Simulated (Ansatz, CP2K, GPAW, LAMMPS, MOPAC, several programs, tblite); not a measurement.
# Si3C from cheap methods to r2SCAN

Aim: run Si3C through methods of unlike cost and see what each gets, and at what price.

Program: LAMMPS, MOPAC, CP2K, tblite, GPAW, Ansatz (versions at each run). Level of theory: no spin polarisation, static lattice; gaps from single points on the cell relaxed beforehand with r²SCAN. These are calculated values, not measurements.

15 further runs of the same task are left out: 15 set aside as unsound or not needed.

## (1) The system as given

The structure is tetragonal, space group P-4m2 (No. 115). Conventional cell: a = 3.432 Å, b = 3.432 Å, c = 5.000 Å, α = 90.00°, β = 90.00°, γ = 90.00°. C (site symmetry -4m2) is surrounded by 4 Si at 1.99 Å. Si (site symmetry 2mm) is surrounded by 2 C at 1.99 Å and 2 Si at 2.27 Å. Around Si (site symmetry -4m2) lie 4 Si at 2.27 Å.

Structure file:

```cif
data_structure
_symmetry_space_group_name_H-M 'P 1'
_symmetry_Int_Tables_number 1
_cell_length_a 3.4318
_cell_length_b 3.4318
_cell_length_c 5.0004
_cell_angle_alpha 90.000
_cell_angle_beta 90.000
_cell_angle_gamma 90.000
_cell_volume 58.89
loop_
_atom_site_label
_atom_site_type_symbol
_atom_site_fract_x
_atom_site_fract_y
_atom_site_fract_z
_atom_site_occupancy
C1 C 0.00000 0.00000 0.00000 1
Si1 Si 0.00000 0.50000 0.20320 1
Si2 Si 0.50000 0.50000 0.50000 1
Si3 Si 0.50000 0.00000 0.79680 1
```

The structure type (ordered alloy on diamond lattice) is imposed and need not be the compound's stable one.

**Question.** The methods are SiC.vashishta, SiCGe.tersoff, SiC_Erhart-Albe.tersoff, PM6, PM7, DFTB, GFN1-xTB (tblite), PBE/DZVP, PBE/single-zeta, PBE/SZV, coarse PBE, PBE, r2SCAN. What gap does r2SCAN give on this cell, and which other methods (full PBE left aside) come nearest to r2SCAN and farthest in gap, volume and bulk modulus?

| quantity | value |
| --- | --- |
| r2SCAN | no gap, 14.72 Å³/atom, B₀ 139 GPa |
| gap: nearest and farthest of the other methods | GFN1-xTB (tblite), PBE/DZVP, coarse PBE (about 0.00 eV off); PM7 (+6.74 eV) |
| volume: nearest and farthest of the other methods | coarse PBE (+2.0 %), GFN1-xTB (tblite) (+9.9 %) |
| bulk modulus: nearest and farthest of the other methods | SiCGe.tersoff, GFN1-xTB (tblite) (about 4 % off); PM7 (+81 %) |

For the gap (full PBE left aside), GFN1-xTB (tblite), PBE/DZVP, coarse PBE tie for nearest to r2SCAN; PM7 is farthest. Among the 5 methods compared for the volume (full PBE left aside), coarse PBE is nearest to r2SCAN and GFN1-xTB (tblite) farthest. For the bulk modulus (full PBE left aside), SiCGe.tersoff, GFN1-xTB (tblite) tie for nearest to r2SCAN; PM7 is farthest. Classical potentials are fitted to lattice constants of common crystals, so a close volume there is built in, not predicted. A minimal basis or a coarse cutoff and mesh shifts results by its own error, so closeness to r2SCAN can be chance. Cluster runs see only the k-points that fold onto the zone centre, so their gaps can miss the band edges. No volume is given for SiC.vashishta, PM6, DFTB, PBE/DZVP, PBE/single-zeta, PBE/SZV, which can hide a larger miss. Overlaps count as a gap of zero in the misses; they are PBE/DZVP -0.49, coarse PBE -0.45, PBE -0.47, r2SCAN -0.34 eV. CPU times run from 0.11 s (SiC.vashishta) to 58 s (PM6). On this cell PM6 cost more than r2SCAN itself (17 s), so it is no saving here. A cluster method computes far more atoms than the primitive cell, so on a small crystal it can cost more than plane waves. PM6, PM7, DFTB, PBE/single-zeta, PBE/SZV disagree with r2SCAN even on whether there is a gap. r2SCAN is a yardstick, not the truth.
